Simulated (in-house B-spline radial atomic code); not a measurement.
**Mo³⁺: excited configurations**

Wanted: excitation energies of Mo³⁺ as differences of total energies (ΔSCF).

Program: in-house B-spline radial atomic code version 1. Level of theory: scalar-relativistic (spin-free one-electron X2C) OLYP, spin-polarised, spherical fractional occupations, Fermi nucleus, basis-set limit. These are calculated values, not measurements, unless marked.

## (1) The atom as given

| Item | Value |
| --- | --- |
| element | molybdenum (Z = 42) |
| charge | +3 |
| electrons | 39 |
| configuration | [Kr] 4d3 |
| Hamiltonian | scalar-relativistic (X2C) |
| nucleus | Fermi, rms radius 4.409 fm |

The outer shells:

[Kr] 4d3
```
[Kr] core
4d [↑ ][↑ ][↑ ][  ][  ]
```

Where spins are not typed, each open shell is filled with up spins first.

## (2) The base configuration

The run's settings:

```ini
Z = 42
electrons = 39.0
configuration = [Kr] 4d3
hamiltonian = x2c
method = optx,lyp
spin_polarised = True
nucleus = fermi
rms_radius = 4.4091
mass_number = 98
atomic_mass = 97.905403609
speed_of_light = 137.035999084
```

Main fields of the result record, rounded:

```text
{
  "status": "converged",
  "scf [iteration, energy, orbital gradient]": [
    [1, -4041.78361009, 0.427],
    [2, -4045.33974148, 0.268],
    [3, -4047.65031025, 0.0619],
    [4, -4047.74151576, 0.0164],
    [5, -4047.74561784, 0.00679],
    [6, -4047.74678256, 0.00177],
    [7, -4047.74685033, 0.000182],
    [8, -4047.74685078, 3.09e-05],
    [9, -4047.74685079, 1.57e-06],
    [10, -4047.74685079, 6.39e-08]
  ],
  "energy [hartree]": {"total": -4047.74685079, "kinetic": 4197.22754238, "nuclear": -9734.40475743, "coulomb": 1614.55721578, "xc": -125.126851522},
  "orbitals [hartree, bohr; first row names the columns]": [
    ["name", "occ", "eps", "<r>", "<r^2>", "<1/r>", "r_max"],
    ["1s up", 1.0, -728.48382, 0.034677, 0.0016337, 44.972, 0.022291],
    ["1s down", 1.0, -728.4842, 0.034677, 0.0016337, 44.972, 0.022291],
    ["2s up", 1.0, -104.05279, 0.15332, 0.027772, 10.065, 0.12955],
    ["2s down", 1.0, -104.03704, 0.15331, 0.027769, 10.066, 0.12954],
    ["2p up", 3.0, -93.190625, 0.13375, 0.021873, 9.5606, 0.10336],
    ["2p down", 3.0, -93.179026, 0.13374, 0.021869, 9.5613, 0.10335],
    ["3s up", 1.0, -18.731293, 0.42842, 0.2104, 3.4209, 0.38377],
    ["3s down", 1.0, -18.723707, 0.42838, 0.21032, 3.4204, 0.38383],
    ["3p up", 3.0, -15.167364, 0.43, 0.2153, 3.2148, 0.37715],
    ["3p down", 3.0, -15.158409, 0.42991, 0.21516, 3.2145, 0.37723],
    ["3d up", 5.0, -9.3668022, 0.41439, 0.20654, 2.9745, 0.32194],
    ["3d down", 5.0, -9.3519867, 0.4142, 0.20624, 2.9747, 0.32212],
    ["4s up", 1.0, -3.5760029, 1.0989, 1.3654, 1.2464, 0.98821],
    ["4s down", 1.0, -3.4926447, 1.0931, 1.3519, 1.2551, 0.98518],
    ["4p up", 3.0, -2.6151641, 1.2119, 1.6743, 1.1065, 1.0672],
    ["4p down", 3.0, -2.5242606, 1.2071, 1.6653, 1.1141, 1.0624],
    ["4d up", 3.0, -1.2487931, 1.5886, 2.9562, 0.82531, 1.3088]
  ],
  "sum_r [bohr^k]": {"-1": 234.9554, "1": 22.97286, "2": 25.57082}
}
```

It took 0.26 s on 1 thread, shared host.

## (3) Run with [Ar] 3d9 4s2 4p6 4d3 4f1

Changes to the settings of step 2:

```diff
@@ -2,3 +2,3 @@
 electrons = 39.0
-configuration = [Kr] 4d3
+configuration = [Ar] 3d9 4s2 4p6 4d3 4f1
 hamiltonian = x2c
```

Result record:

```text
{
  "status": "converged",
  "iterations": 10,
  "energy [hartree]": {"total": -4038.3042602, "kinetic": 4188.10706527, "nuclear": -9681.0130871, "coulomb": 1578.23532026, "xc": -123.633558627},
  "orbitals [hartree, bohr; first row names the columns]": [
    ["name", "occ", "eps", "<r>"],
    ["1s up", 1.0, -729.79044, 0.034679],
    ["1s down", 1.0, -729.78998, 0.034679],
    ["2s up", 1.0, -105.44997, 0.1533],
    ["2s down", 1.0, -105.36482, 0.15324],
    ["2p up", 3.0, -94.580573, 0.13375],
    ["2p down", 3.0, -94.517373, 0.13367],
    ["3s up", 1.0, -19.798062, 0.42483],
    ["3s down", 1.0, -19.707348, 0.4251],
    ["3p up", 3.0, -16.232821, 0.42527],
    ["3p down", 3.0, -16.139086, 0.42562],
    ["3d up", 5.0, -10.476219, 0.40604],
    ["3d down", 4.0, -10.363502, 0.40676],
    ["4s up", 1.0, -4.0081901, 1.0636],
    ["4s down", 1.0, -3.8986345, 1.061],
    ["4p up", 3.0, -3.0033022, 1.1599],
    ["4p down", 3.0, -2.8895652, 1.159],
    ["4d up", 3.0, -1.5390056, 1.4477],
    ["4f up", 1.0, -0.45472475, 3.421]
  ],
  "sum_r [bohr^k]": {"-1": 233.6859, "1": 25.08344, "2": 36.61494},
  "energy_minus_base [hartree]": 9.44259059
}
```

It took 0.17 s on 1 thread, shared host.

energy_minus_base is the energy less that of the reference run.

## (4) Configuration [Ar] 3d9 4s2 4p6 4d3 5s1

Changes to the settings of step 3:

```diff
@@ -2,3 +2,3 @@
 electrons = 39.0
-configuration = [Ar] 3d9 4s2 4p6 4d3 4f1
+configuration = [Ar] 3d9 4s2 4p6 4d3 5s1
 hamiltonian = x2c
```

Result record:

```text
{
  "status": "converged",
  "iterations": 10,
  "energy [hartree]": {"total": -4038.96880214, "kinetic": 4188.8316634, "nuclear": -9685.29757779, "coulomb": 1581.21364178, "xc": -123.716529536},
  "orbitals [hartree, bohr; first row names the columns]": [
    ["name", "occ", "eps", "<r>"],
    ["1s up", 1.0, -729.69819, 0.034679],
    ["1s down", 1.0, -729.69586, 0.034679],
    ["2s up", 1.0, -105.36505, 0.1533],
    ["2s down", 1.0, -105.27898, 0.15324],
    ["2p up", 3.0, -94.494959, 0.13375],
    ["2p down", 3.0, -94.430733, 0.13368],
    ["3s up", 1.0, -19.720061, 0.4249],
    ["3s down", 1.0, -19.628117, 0.42516],
    ["3p up", 3.0, -16.154896, 0.42536],
    ["3p down", 3.0, -16.059846, 0.42569],
    ["3d up", 5.0, -10.398048, 0.40619],
    ["3d down", 4.0, -10.284026, 0.40689],
    ["4s up", 1.0, -3.9414145, 1.0642],
    ["4s down", 1.0, -3.832749, 1.0619],
    ["4p up", 3.0, -2.9373481, 1.1623],
    ["4p down", 3.0, -2.8249547, 1.1604],
    ["4d up", 3.0, -1.4804055, 1.4636],
    ["5s up", 1.0, -1.0912602, 2.5452]
  ],
  "sum_r [bohr^k]": {"-1": 233.7888, "1": 24.26988, "2": 30.17459},
  "energy_minus_base [hartree]": 8.77804865
}
```

It took 0.17 s on 1 thread, shared host.

## (5) [Ar] 3d10 4s2 4p5 4d3 5f1

Changes to the settings of step 4:

```diff
@@ -2,3 +2,3 @@
 electrons = 39.0
-configuration = [Ar] 3d9 4s2 4p6 4d3 5s1
+configuration = [Ar] 3d10 4s2 4p5 4d3 5f1
 hamiltonian = x2c
```

Result record:

```text
{
  "status": "converged",
  "iterations": 12,
  "energy [hartree]": {"total": -4045.33504883, "kinetic": 4194.79624778, "nuclear": -9711.86595776, "coulomb": 1596.38614687, "xc": -124.651485722},
  "orbitals [hartree, bohr; first row names the columns]": [
    ["name", "occ", "eps", "<r>"],
    ["1s up", 1.0, -729.02174, 0.034677],
    ["1s down", 1.0, -729.01511, 0.034677],
    ["2s up", 1.0, -104.56266, 0.15331],
    ["2s down", 1.0, -104.5398, 0.1533],
    ["2p up", 3.0, -93.704728, 0.13374],
    ["2p down", 3.0, -93.683746, 0.13373],
    ["3s up", 1.0, -19.224793, 0.42829],
    ["3s down", 1.0, -19.209495, 0.42817],
    ["3p up", 3.0, -15.661497, 0.42983],
    ["3p down", 3.0, -15.643216, 0.42959],
    ["3d up", 5.0, -9.8614361, 0.41408],
    ["3d down", 5.0, -9.8351293, 0.41354],
    ["4s up", 1.0, -4.0131571, 1.0848],
    ["4s down", 1.0, -3.8638719, 1.0814],
    ["4p up", 3.0, -3.0326914, 1.1861],
    ["4p down", 2.0, -2.8794819, 1.1871],
    ["4d up", 3.0, -1.6057285, 1.4849],
    ["5f up", 1.0, -0.33467385, 6.2429]
  ],
  "sum_r [bohr^k]": {"-1": 234.4191, "1": 27.54749, "2": 67.28045},
  "energy_minus_base [hartree]": 2.41180197
}
```

It took 0.21 s on 1 thread, shared host.

## (6) Run with [Ar] 3d10 4s2 4p5 4d3 4f1

Changes to the settings of step 5:

```diff
@@ -2,3 +2,3 @@
 electrons = 39.0
-configuration = [Ar] 3d10 4s2 4p5 4d3 5f1
+configuration = [Ar] 3d10 4s2 4p5 4d3 4f1
 hamiltonian = x2c
```

Result record:

```text
{
  "status": "converged",
  "iterations": 10,
  "energy [hartree]": {"total": -4045.518962, "kinetic": 4194.98047831, "nuclear": -9716.83382285, "coulomb": 1601.04767792, "xc": -124.713295384},
  "orbitals [hartree, bohr; first row names the columns]": [
    ["name", "occ", "eps", "<r>"],
    ["1s up", 1.0, -728.90345, 0.034677],
    ["1s down", 1.0, -728.89684, 0.034677],
    ["2s up", 1.0, -104.4437, 0.15331],
    ["2s down", 1.0, -104.42115, 0.1533],
    ["2p up", 3.0, -93.585922, 0.13374],
    ["2p down", 3.0, -93.565188, 0.13373],
    ["3s up", 1.0, -19.103813, 0.42828],
    ["3s down", 1.0, -19.088638, 0.42815],
    ["3p up", 3.0, -15.540498, 0.42981],
    ["3p down", 3.0, -15.522362, 0.42957],
    ["3d up", 5.0, -9.7405245, 0.41403],
    ["3d down", 5.0, -9.7144681, 0.4135],
    ["4s up", 1.0, -3.8887186, 1.0853],
    ["4s down", 1.0, -3.7401345, 1.0818],
    ["4p up", 3.0, -2.9090715, 1.1879],
    ["4p down", 2.0, -2.7563706, 1.1886],
    ["4d up", 3.0, -1.4878613, 1.4981],
    ["4f up", 1.0, -0.45633143, 3.4033]
  ],
  "sum_r [bohr^k]": {"-1": 234.5374, "1": 24.75616, "2": 36.21822},
  "energy_minus_base [hartree]": 2.22788879
}
```

Wall time 0.18 s (1 thread, shared host).

## (7) Configuration [Kr] 4d2 5f1

Changes to the settings of step 6:

```diff
@@ -2,3 +2,3 @@
 electrons = 39.0
-configuration = [Ar] 3d10 4s2 4p5 4d3 4f1
+configuration = [Kr] 4d2 5f1
 hamiltonian = x2c
```

Result record:

```text
{
  "status": "converged",
  "iterations": 12,
  "energy [hartree]": {"total": -4046.64038213, "kinetic": 4196.16676826, "nuclear": -9717.81408337, "coulomb": 1599.69045705, "xc": -124.683524067},
  "orbitals [hartree, bohr; first row names the columns]": [
    ["name", "occ", "eps", "<r>"],
    ["1s up", 1.0, -728.88275, 0.034678],
    ["1s down", 1.0, -728.88308, 0.034678],
    ["2s up", 1.0, -104.45785, 0.15331],
    ["2s down", 1.0, -104.44619, 0.15331],
    ["2p up", 3.0, -93.595962, 0.13375],
    ["2p down", 3.0, -93.5874, 0.13374],
    ["3s up", 1.0, -19.124697, 0.42832],
    ["3s down", 1.0, -19.119029, 0.42829],
    ["3p up", 3.0, -15.560547, 0.42987],
    ["3p down", 3.0, -15.553845, 0.42979],
    ["3d up", 5.0, -9.7606999, 0.4141],
    ["3d down", 5.0, -9.7496281, 0.41395],
    ["4s up", 1.0, -3.9234848, 1.0897],
    ["4s down", 1.0, -3.8581402, 1.0851],
    ["4p up", 3.0, -2.9499199, 1.1945],
    ["4p down", 3.0, -2.8784138, 1.1907],
    ["4d up", 2.0, -1.542293, 1.5137],
    ["5f up", 1.0, -0.32857226, 6.3862]
  ],
  "sum_r [bohr^k]": {"-1": 234.5605, "1": 27.49841, "2": 68.79366},
  "energy_minus_base [hartree]": 1.10646866
}
```

Run time: 0.21 s. Hardware: 1 thread, shared host.

## (8) Configuration [Ar] 3d9 4s2 4p6 4d3 5d1

Changes to the settings of step 7:

```diff
@@ -2,3 +2,3 @@
 electrons = 39.0
-configuration = [Kr] 4d2 5f1
+configuration = [Ar] 3d9 4s2 4p6 4d3 5d1
 hamiltonian = x2c
```

Result record:

```text
{
  "status": "converged",
  "iterations": 11,
  "energy [hartree]": {"total": -4038.40027776, "kinetic": 4188.20365966, "nuclear": -9679.82776064, "coulomb": 1576.83344863, "xc": -123.60962541},
  "orbitals [hartree, bohr; first row names the columns]": [
    ["name", "occ", "eps", "<r>"],
    ["1s up", 1.0, -729.81826, 0.034679],
    ["1s down", 1.0, -729.81769, 0.034678],
    ["2s up", 1.0, -105.47894, 0.1533],
    ["2s down", 1.0, -105.39248, 0.15324],
    ["2p up", 3.0, -94.609084, 0.13375],
    ["2p down", 3.0, -94.544834, 0.13367],
    ["3s up", 1.0, -19.833923, 0.42488],
    ["3s down", 1.0, -19.742748, 0.42515],
    ["3p up", 3.0, -16.268727, 0.42533],
    ["3p down", 3.0, -16.174424, 0.42569],
    ["3d up", 5.0, -10.5117, 0.40616],
    ["3d down", 4.0, -10.397964, 0.40689],
    ["4s up", 1.0, -4.0547532, 1.063],
    ["4s down", 1.0, -3.9437635, 1.0615],
    ["4p up", 3.0, -3.0489267, 1.158],
    ["4p down", 3.0, -2.9353222, 1.1595],
    ["4d up", 3.0, -1.5785094, 1.4365],
    ["5d up", 1.0, -0.57939017, 3.9291]
  ],
  "sum_r [bohr^k]": {"-1": 233.6576, "1": 25.55511, "2": 39.79892},
  "energy_minus_base [hartree]": 9.34657303
}
```

Run time: 0.18 s. Hardware: 1 thread, shared host.

## (9) All configurations in order

| net move | configuration | 2|M_S|+1 | energy above the reference (eV) | largest <r> (bohr) |
| --- | --- | --- | --- | --- |
| 4d → 5f | [Kr] 4d2 5f1 | 4 | 30.109 | 6.39 |
| 4p → 4f | [Ar] 3d10 4s2 4p5 4d3 4f1 | 6 | 60.624 | 3.40 |
| 4p → 5f | [Ar] 3d10 4s2 4p5 4d3 5f1 | 6 | 65.628 | 6.24 |
| 3d → 5s | [Ar] 3d9 4s2 4p6 4d3 5s1 | 6 | 238.86 | 2.55 |
| 3d → 5d | [Ar] 3d9 4s2 4p6 4d3 5d1 | 6 | 254.33 | 3.93 |
| 3d → 4f | [Ar] 3d9 4s2 4p6 4d3 4f1 | 6 | 256.95 | 3.42 |

**Reading.** At the bottom stands 4d → 5f (30.109 eV), at the top 3d → 4f (256.95 eV). 5 of them lie more than 60 % above minus the reference's highest level (33.981 eV), in the range where a state can decay by emitting an electron. The reference has 2|M_S|+1 = 4; 5 of the configurations differ from it in spin. These are spherical averages at the typed spins, not spectroscopic levels.
